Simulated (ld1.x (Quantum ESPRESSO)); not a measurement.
**Gallium: generating and testing a PAW potential**

Task: generate the file, and judge it by its errors in other configurations, its logarithmic derivatives, its ghosts and its cutoff.

Program: ld1.x (Quantum ESPRESSO) 7.5. Reference atom: PBE, scalar-relativistic, spherical and spin-unpolarised. All values are calculated.

## Step 1: Settings

The settings as typed:

```json
{
 "element": "gallium (Ga, Z = 31)",
 "type": "PAW",
 "frozen core": "[Ar]",
 "valence charge": "13",
 "reference configuration": "3d10 4s2 4p0.5 (charge +0.5)",
 "partial waves": "4s (bound): rcut 1.50, rcutus 1.95 bohr; 4s channel at -0.3 Ry: rcut 1.50, rcutus 1.95 bohr; 4p (bound): rcut 1.65, rcutus 1.95 bohr; 4p channel at 1.4 Ry: rcut 1.65, rcutus 1.95 bohr; 3d (bound): rcut 0.50, rcutus 0.70 bohr; 3d channel at 0.25 Ry: rcut 0.50, rcutus 0.70 bohr; 4f channel at 0.15 Ry: rcut 1.40, rcutus 1.90 bohr; 4f channel at 2.2 Ry: rcut 1.40, rcutus 1.90 bohr",
 "local potential": "all-electron potential smoothed inside 1.25 bohr (lloc = -1)",
 "core correction": "a·sin(br)/r model core inside 0.40 bohr",
 "augmentation charge": "BESSEL, radius 0.45 bohr"
}
```

The nodes and maxima of the atom's own shells, from an earlier all-electron run, set the scale for the radii.

All-electron outer shells of the reference configuration (PBE, scalar-relativistic, ld1.x):

| shell | level (eV) | outermost node (bohr) | outermost maximum (bohr) |
| --- | --- | --- | --- |
| 3s | -151.96 | 0.27 | 0.56 |
| 3p | -102.70 | 0.24 | 0.56 |
| 3d | -22.99 | – | 0.53 |
| 4s | -12.43 | 0.81 | 1.87 |
| 4p | -5.62 | 0.87 | 2.41 |

## Step 2: Generating the potential

Contents of Ga.in:

```
 &input
   title='Ga', zed=31., rel=1, dft='PBE', iswitch=3,
   config='[Ar] 3d10 4s2 4p0.5 4f-2',
   nld=4, rlderiv=2.15, eminld=-4.0, emaxld=5.0, deld=0.02
 /
 &inputp
   pseudotype=3, lpaw=.true., tm=.true., lloc=-1, rcloc=1.25,
   nlcc=.true., rcore=0.40,
   which_augfun='BESSEL', rmatch_augfun=0.45,
   file_pseudopw='Ga.UPF', file_wfcaegen='ae.wfc', file_wfcncgen='nc.wfc', file_beta='beta', file_chi='chi', file_wfcusgen='us.wfc'
 /
8
4S  1  0   2.00   0.00  1.50  1.95  0.0
4S  1  0   0.00  -0.30  1.50  1.95  0.0
4P  2  1   0.50   0.00  1.65  1.95  0.0
4P  2  1   0.00   1.40  1.65  1.95  0.0
3D  3  2  10.00   0.00  0.50  0.70  0.0
3D  3  2   0.00   0.25  0.50  0.70  0.0
4F  4  3  -2.00   0.15  1.40  1.90  0.0
4F  4  3  -2.00   2.20  1.40  1.90  0.0
 &test
   configts(1)='3d10 4s2 4p0.5'
 /
```

On the command line:

```bash
$ ld1.x < Ga.in > Ga.out
```

The output, Ga.out (without the banner and most projector matrices):

```text
     Program LD1 v.7.5
     --------------------------- All-electron run ----------------------------

     Ga
     scalar relativistic calculation

     atomic number is 31.00
     dft =PBE   lsd =0 sic =0 latt =0  beta=0.20 tr2=1.0E-14
     Exchange-correlation= PBE
                           (   1   4   3   4   0   0   0)
     mesh =1205 r(mesh) = 101.09016 a.u. xmin = -7.00 dx = 0.01250
     1 Ry =  13.60569312 eV, c = 137.03599908

     n l     nl                  e(Ry)          e(Ha)          e(eV)
     1 0     1S 1( 2.00)      -752.1721      -376.0860    -10233.8225
     2 0     2S 1( 2.00)       -93.0609       -46.5305     -1266.1581
     2 1     2P 1( 6.00)       -81.0450       -40.5225     -1102.6729
     3 0     3S 1( 2.00)       -11.1691        -5.5845      -151.9629
     3 1     3P 1( 6.00)        -7.5482        -3.7741      -102.6979
     3 2     3D 1(10.00)        -1.6896        -0.8448       -22.9888
     4 0     4S 1( 2.00)        -0.9134        -0.4567       -12.4272
     4 1     4P 1( 0.50)        -0.4132        -0.2066        -5.6219

     final scf error:  5.8E-15 reached in  29 iterations

     Etot =   -3887.729917 Ry,   -1943.864958 Ha,  -52895.260192 eV

     Ekin =    3953.845768 Ry,    1976.922884 Ha,   53794.812178 eV
     Encl =   -9360.492638 Ry,   -4680.246319 Ha, -127355.990318 eV
     Eh   =    1669.688649 Ry,     834.844325 Ha,   22717.271373 eV
     Exc  =    -150.771696 Ry,     -75.385848 Ha,   -2051.353425 eV

     normalization and overlap integrals

     s(1S/1S) =  1.000000  <r> =   0.0486  <r2> =    0.0032  r(max) =   0.0319
     s(2S/2S) =  1.000000  <r> =   0.2178  <r2> =    0.0560  r(max) =   0.1833
     s(2P/2P) =  1.000000  <r> =   0.1907  <r2> =    0.0446  r(max) =   0.1464
     s(3S/3S) =  1.000000  <r> =   0.6518  <r2> =    0.4907  r(max) =   0.5647
     s(3P/3P) =  1.000000  <r> =   0.6792  <r2> =    0.5442  r(max) =   0.5647
     s(3D/3D) =  1.000000  <r> =   0.8094  <r2> =    0.8589  r(max) =   0.5305
     s(4S/4S) =  1.000000  <r> =   2.2812  <r2> =    6.0200  r(max) =   1.8748
     s(4P/4P) =  1.000000  <r> =   3.0942  <r2> =   11.3185  r(max) =   2.4073

     ------------------------ End of All-electron run ------------------------

     --------------------- Generating PAW atomic setup --------------------

      Generating local potential from pseudized AE potential:
      Matching radius rcloc =   1.2500

      Local pseudo, rcloc= 1.241 Estimated cut-off energy=    15.88 Ry

      Computing core charge for nlcc:

       r > 0.40 : true rho core
       r < 0.40 : rho core = a sin(br)/r    a=  30.53  b=   4.42

      Integrated core pseudo-charge :   9.37
      Wfc-us  4S rcutus= 1.946  Estimated cut-off energy=    11.86 Ry
      Wfc-us  4S rcutus= 1.946  Estimated cut-off energy=    12.90 Ry
      Wfc-us  4P rcutus= 1.946  Estimated cut-off energy=    19.06 Ry
      Wfc-us  4P rcutus= 1.946  Estimated cut-off energy=    22.06 Ry
      Wfc-us  3D rcutus= 0.698  Estimated cut-off energy=   231.45 Ry
      Wfc-us  3D rcutus= 0.698  Estimated cut-off energy=   237.82 Ry
      Wfc-us  4F rcutus= 1.898  Estimated cut-off energy=    38.62 Ry
      Wfc-us  4F rcutus= 1.898  Estimated cut-off energy=    40.33 Ry

     Required augmentation: BESSEL   radius:    0.450000
     Suggested rho cutoff for augmentation: 760.37 Ry

     Estimated PAW energy = -277.568863 Ryd

     The PAW screened D coefficients
     1.68528     1.45565     0.00000     0.00000     0.00000     0.00000
     0.00000     0.00000
     1.45565     1.25842     0.00000     0.00000     0.00000     0.00000
     0.00000     0.00000
     0.00000     0.00000     0.30103     0.44466     0.00000     0.00000
     0.00000     0.00000
     0.00000     0.00000     0.44466     0.66088     0.00000     0.00000
     0.00000     0.00000
     0.00000     0.00000     0.00000     0.00000    -9.71749    -6.92987
     0.00000     0.00000
     0.00000     0.00000     0.00000     0.00000    -6.92987    -4.94947
     0.00000     0.00000
     0.00000     0.00000     0.00000     0.00000     0.00000     0.00000
    -0.00668    -0.01089
     0.00000     0.00000     0.00000     0.00000     0.00000     0.00000
    -0.01089    -0.00964

     The PAW descreened D coefficients (US)
    -1.90116    -1.64407     0.00000     0.00000     0.00000     0.00000
     0.00000     0.00000
    -1.64407    -1.42174     0.00000     0.00000     0.00000     0.00000
     0.00000     0.00000
     0.00000     0.00000    -0.25801    -0.44916     0.00000     0.00000
     0.00000     0.00000
     0.00000     0.00000    -0.44916    -0.74402     0.00000     0.00000
     0.00000     0.00000
     0.00000     0.00000     0.00000     0.00000    -7.89159    -5.49814
     0.00000     0.00000
     0.00000     0.00000     0.00000     0.00000    -5.49814    -3.83524
     0.00000     0.00000
     0.00000     0.00000     0.00000     0.00000     0.00000     0.00000
    -0.07780    -0.04059
     0.00000     0.00000     0.00000     0.00000     0.00000     0.00000
    -0.04059     0.02371

     ------------------- End of pseudopotential generation -------------------

     [... the all-electron block is printed once more ...]


     Computing logarithmic derivative in   2.13781
     Computing logarithmic derivative in   2.13781
     Computing the partial wave expansion
     R is outside the sphere for l=    0 j= 0.00
     R is outside the sphere for l=    0 j= 0.00
     R is outside the sphere for l=    1 j= 0.00
     R is outside the sphere for l=    1 j= 0.00
     R is outside the sphere for l=    2 j= 0.00
     R is outside the sphere for l=    2 j= 0.00
     R is outside the sphere for l=    3 j= 0.00
     R is outside the sphere for l=    3 j= 0.00

     ---------------------- Testing the pseudopotential ----------------------

     Ga
     scalar relativistic calculation

     atomic number is 31.00   valence charge is 13.00
     dft = SLA  PW   PBX  PBC   lsd =0 sic =0 latt =0  beta=0.20 tr2=1.0E-14
     mesh =1205 r(mesh) = 101.09016 xmin = -7.00 dx = 0.01250

     n l     nl             e AE (Ry)        e PS (Ry)    De AE-PS (Ry)
     3 2     3D   1(10.00)       -1.68964       -1.68967        0.00002
     1 0     4S   1( 2.00)       -0.91338       -0.91339        0.00000
     2 1     4P   1( 0.50)       -0.41320       -0.41320        0.00000

     eps = 3.4E-15  iter =  6

     Etot =   -3887.729917 Ry,   -1943.864958 Ha,  -52895.260192 eV
     Etotps =  -277.568939 Ry,    -138.784470 Ha,   -3776.517807 eV

     Ekin =     268.491602 Ry,     134.245801 Ha,    3653.014347 eV
     Encl =    -537.258457 Ry,    -268.629229 Ha,   -7309.773698 eV
     Ehrt =     141.969584 Ry,      70.984792 Ha,    1931.594597 eV
     Ecxc =    -150.771669 Ry,     -75.385834 Ha,   -2051.353054 eV
     (Ecc =     -21.527224 Ry,     -10.763612 Ha,    -292.892804 eV)

     ---------------------- End of pseudopotential test ----------------------
```

Wall time 1.6 s (1 thread of Neoverse-V2, shared host). This counts the later configuration tests of the new file too.

Partial waves on a coarse radial grid (AE all-electron, PS pseudo):

```csv
r (bohr),4s AE,4s PS
0.098,0.1294,0.0530
0.195,0.1485,0.1054
0.292,-0.0821,0.1575
0.390,-0.2662,0.2099
0.488,-0.3234,0.2617
0.585,-0.2775,0.3123
0.682,-0.1709,0.3619
0.780,-0.0361,0.4107
0.878,0.1035,0.4577
0.975,0.2338,0.5021
1.072,0.3497,0.5438
1.170,0.4496,0.5829
1.268,0.5317,0.6182
1.365,0.5964,0.6490
1.463,0.6465,0.6755
1.560,0.6825,0.6967
1.658,0.7069,0.7126
1.755,0.7210,0.7226
1.852,0.7265,0.7267
1.950,0.7247,0.7247
2.047,0.7169,0.7169
2.145,0.7039,0.7039
2.242,0.6872,0.6872
2.340,0.6670,0.6670
2.438,0.6444,0.6444
2.535,0.6202,0.6202
```

## Step 3: Transferability test

Contents of Ga.test.in:

```
 &input
   title='Ga', zed=31., rel=1, dft='PBE', iswitch=2,
   config='[Ar] 3d10 4s2 4p0.5 4f-2'
 /
 &test
   file_pseudo='Ga.UPF', nconf=8,
   configts(1)='3d10 4s2 4p0.5',
   configts(2)='3d10 4s2 4p1',
   configts(3)='3d10 4s2 4p0',
   configts(4)='3d10 4s1 4p0',
   configts(5)='3d10 4s1 4p2',
   configts(6)='3d9 4s0 4p0',
   configts(7)='3d9 4s2 4p2',
   configts(8)='3d10 4s1 4p1'
 /
```

On the command line:

```bash
$ ld1.x < Ga.test.in > Ga.test.out
```

Ga.test.out, the pseudopotential blocks, each with the warnings that came before it:

```text
     ---------------------- Testing the pseudopotential ----------------------

     Ga
     scalar relativistic calculation

     atomic number is 31.00   valence charge is 13.00
     dft =SLA  PW   PBX  PBC   lsd =0 sic =0 latt =0  beta=0.20 tr2=1.0E-14
     mesh =1205 r(mesh) = 101.09016 xmin = -7.00 dx = 0.01250

     n l     nl             e AE (Ry)        e PS (Ry)    De AE-PS (Ry)
     3 2     3D   1(10.00)       -1.68964       -1.68967        0.00002
     1 0     4S   1( 2.00)       -0.91338       -0.91339        0.00000
     2 1     4P   1( 0.50)       -0.41320       -0.41320        0.00000

     eps = 3.3E-15  iter =  6

     Etot =   -3887.729917 Ry,   -1943.864958 Ha,  -52895.260192 eV
     Etotps =  -277.568939 Ry,    -138.784470 Ha,   -3776.517807 eV

     Ekin =     268.491602 Ry,     134.245801 Ha,    3653.014347 eV
     Encl =    -537.258457 Ry,    -268.629229 Ha,   -7309.773698 eV
     Ehrt =     141.969584 Ry,      70.984792 Ha,    1931.594597 eV
     Ecxc =    -150.771669 Ry,     -75.385834 Ha,   -2051.353054 eV
     (Ecc =     -21.527224 Ry,     -10.763612 Ha,    -292.892804 eV)

     ---------------------- End of pseudopotential test ----------------------

     ---------------------- Testing the pseudopotential ----------------------

     Ga
     [...]
     n l     nl             e AE (Ry)        e PS (Ry)    De AE-PS (Ry)
     3 2     3D   1(10.00)       -1.40782       -1.40865        0.00083
     1 0     4S   1( 2.00)       -0.65769       -0.65753       -0.00016
     2 1     4P   1( 1.00)       -0.18956       -0.18958        0.00002

     eps = 2.3E-15  iter = 19

     Etot =   -3887.879138 Ry,   -1943.939569 Ha,  -52897.290452 eV
     Etotps =  -277.718185 Ry,    -138.859093 Ha,   -3778.548402 eV
     dEtot_ae =      -0.149221 Ry
     dEtot_ps =      -0.149246 Ry,   Delta E=       0.000025 Ry

     [...]
     ---------------------- End of pseudopotential test ----------------------

     ---------------------- Testing the pseudopotential ----------------------

     Ga
     [...]
     n l     nl             e AE (Ry)        e PS (Ry)    De AE-PS (Ry)
     3 2     3D   1(10.00)       -2.01549       -2.01373       -0.00176
     1 0     4S   1( 2.00)       -1.20034       -1.20083        0.00049
     2 1     4P   1( 0.00)       -0.66647       -0.66643       -0.00005

     eps = 7.8E-15  iter = 22

     Etot =   -3887.461073 Ry,   -1943.730537 Ha,  -52891.602393 eV
     Etotps =  -277.300068 Ry,    -138.650034 Ha,   -3772.859634 eV
     dEtot_ae =       0.268843 Ry
     dEtot_ps =       0.268871 Ry,   Delta E=      -0.000028 Ry

     [...]
     ---------------------- End of pseudopotential test ----------------------

     ---------------------- Testing the pseudopotential ----------------------

     Ga
     [...]
     n l     nl             e AE (Ry)        e PS (Ry)    De AE-PS (Ry)
     3 2     3D   1(10.00)       -2.89274       -2.89720        0.00446
     1 0     4S   1( 1.00)       -1.91606       -1.91435       -0.00171
     2 1     4P   1( 0.00)       -1.30377       -1.30299       -0.00077

     eps = 8.4E-16  iter = 16

     Etot =   -3885.908206 Ry,   -1942.954103 Ha,  -52870.474558 eV
     Etotps =  -275.748362 Ry,    -137.874181 Ha,   -3751.747589 eV
     dEtot_ae =       1.821710 Ry
     dEtot_ps =       1.820577 Ry,   Delta E=       0.001133 Ry

     [...]
     ---------------------- End of pseudopotential test ----------------------

     ---------------------- Testing the pseudopotential ----------------------

     Ga
     [...]
     n l     nl             e AE (Ry)        e PS (Ry)    De AE-PS (Ry)
     3 2     3D   1(10.00)       -1.54605       -1.54922        0.00317
     1 0     4S   1( 1.00)       -0.73819       -0.73760       -0.00059
     2 1     4P   1( 2.00)       -0.24611       -0.24604       -0.00006

     eps = 6.4E-15  iter = 13

     Etot =   -3887.398627 Ry,   -1943.699314 Ha,  -52890.752772 eV
     Etotps =  -277.238266 Ry,    -138.619133 Ha,   -3772.018774 eV
     dEtot_ae =       0.331289 Ry
     dEtot_ps =       0.330673 Ry,   Delta E=       0.000616 Ry

     [...]
     ---------------------- End of pseudopotential test ----------------------

     Warning: n=3, l=2 expected 0 nodes, found 1
     ---------------------- Testing the pseudopotential ----------------------

     Ga
     [...]
     n l     nl             e AE (Ry)        e PS (Ry)    De AE-PS (Ry)
     3 2     3D   1( 9.00)       -5.56487       -5.62221        0.05734  !
     1 0     4S   1( 0.00)       -3.74360       -3.75322        0.00962  !
     2 1     4P   1( 0.00)       -2.94776       -2.95528        0.00753  !

     eps = 5.6E-17  iter =  9

     Etot =   -3878.914899 Ry,   -1939.457449 Ha,  -52775.325765 eV
     Etotps =  -268.727007 Ry,    -134.363503 Ha,   -3656.217189 eV
     dEtot_ae =       8.815018 Ry
     dEtot_ps =       8.841932 Ry,   Delta E=      -0.026915 Ry

     [...]
     ---------------------- End of pseudopotential test ----------------------
```

2 tests gave no usable energy difference (3d9 4s2 4p2; 3d10 4s1 4p1); the test run stopped with "negative rho".

The tests as a table, with energies relative to 3d10 4s2 4p0.5. A star marks tests that logged a warning.

```csv
valence configuration,charge,ΔE all-electron (eV),error AE − PS (meV)
3d10 4s2 4p1,0,-2.030,+0.3
3d10 4s2 4p0,+1,3.658,-0.4
3d10 4s1 4p0,+2,24.786,+15
3d10 4s1 4p2,0,4.507,+8.4
3d9 4s0 4p0 *,+4,119.934,-366
```

## Step 4: Scattering by logarithmic derivatives

Taken from the files of the generation run. The phase is arctan(r·u′/u) with u = r·R, unwrapped, with energies in Ry. A pole is an energy at which the radial function vanishes at the test radius. The pseudo phase is shifted by a multiple of π to meet the all-electron one at the reference energy. Levels narrower than the energy grid can be missing from the poles. The last column is the largest difference on the grid between −1 and +1 Ry.

| channel | radius (bohr) | reference (Ry) | poles AE | poles PS | window around the reference with phases within 0.05 rad (Ry) | largest difference near zero (rad) |
| --- | --- | --- | --- | --- | --- | --- |
| s | 2.14 | -0.91 | 1.67 | 1.68 | the whole range | 0.003 |
| p | 2.14 | -0.41 | 3.07 | 3.06 | the whole range | 0.000 |
| d | 2.14 | -1.69 | -1.58 | -1.58 | the whole range | 0.000 |
| f | 2.14 | 0.15 | none | none | the whole range | 0.000 |

Phases (rad) along the scan:

```csv
E (Ry),s AE,s PS,d AE,d PS
-4.00,1.262,1.262,1.331,1.331
-3.52,1.224,1.224,1.312,1.312
-3.04,1.171,1.171,1.286,1.286
-2.56,1.088,1.088,1.242,1.242
-2.08,0.943,0.943,1.112,1.112
-1.60,0.641,0.641,-1.530,-1.530
-1.12,-0.035,-0.035,-1.812,-1.812
-0.64,-0.814,-0.814,-1.894,-1.894
-0.16,-1.192,-1.192,-1.971,-1.971
0.32,-1.367,-1.367,-2.074,-2.074
0.80,-1.466,-1.465,-2.242,-2.242
1.28,-1.531,-1.530,-2.562,-2.562
1.76,-1.579,-1.579,-3.175,-3.175
2.24,-1.619,-1.618,-3.846,-3.846
2.72,-1.654,-1.653,-4.220,-4.221
3.20,-1.689,-1.688,-4.410,-4.410
3.68,-1.725,-1.724,-4.520,-4.520
4.16,-1.766,-1.764,-4.592,-4.592
4.64,-1.817,-1.815,-4.644,-4.644
```

## Step 5: Cutoff and ghost test in a Bessel basis

This step uses the generator's waves and projectors in a separate script. Basis: spherical Bessel functions vanishing at 20 bohr, q² up to the cutoff; potential fixed at the reference.

All-electron valence levels (Ry): 4s -0.9134, 4p -0.4132, 3d -1.6896. The lowest levels of each channel (Ry) by cutoff; the last column sums, over occupied levels, occupation times the distance from the level at 400 Ry. A positive value at high cutoff is not a bound level.

```csv
cutoff (Ry),s #1,p #1,d #1,f #1,Σ f·Δε (mRy)
8,-0.9125,-0.4131,-0.0612,0.0306,16286.1
15,-0.9133,-0.4132,-0.0658,0.0306,16238.5
25,-0.9134,-0.4132,-0.0730,0.0306,16166.0
40,-0.9134,-0.4132,-0.0963,0.0306,15933.4
55,-0.9134,-0.4132,-0.1782,0.0306,15114.4
90,-0.9134,-0.4132,-0.8338,0.0306,8557.9
120,-0.9134,-0.4132,-1.3497,0.0306,3398.9
180,-0.9134,-0.4132,-1.6714,0.0306,182.1
260,-0.9134,-0.4132,-1.6878,0.0306,17.5
400,-0.9134,-0.4132,-1.6896,0.0306,0.0
```

The sum stays within 10 mRy only somewhere over 300 Ry and within 1 mRy only somewhere over 300 Ry. The sum leaves out empty levels, which can need more. Ghost test: no level below the all-electron spectrum of its channel (s, p, d, f tested).

## Step 6: Summary of results

| quantity | value |
| --- | --- |
| cutoffs for 10 and 1 mRy, occupied levels | over 300 Ry and over 300 Ry |
| bound ghosts | none found |
| largest test error (AE − PS) | -366 meV, for 3d9 4s0 4p0 (this test logged a warning) (2 tests unsolved) |
| largest phase difference near zero energy, channels read | 0.003 rad |
| lowest eigenvalue of the overlap (Bessel basis) | 0.067 (f) |

What this shows: The worst unpolarised test, 3d9 4s0 4p0, is off by 366 meV on 119.9 eV; by total energies transferability rates as poor. That test lies far up in energy; among those under 40 eV, nearer to bonding, the largest error is 15 meV. The test run broke off, so later configurations gave nothing; the verdict rests on few tests. The potential is very hard: the looser tolerance needs over 300 Ry. The slowest occupied level is 3d: taken alone it needs over 300 Ry to come within 1 mRy, against 8 Ry for 4s. The Bessel-basis test finds no level below the valence levels. Near zero energy the phases of the channels with partial waves agree within 0.003 rad. These are tests on the free atom; a crystal test is still owed.
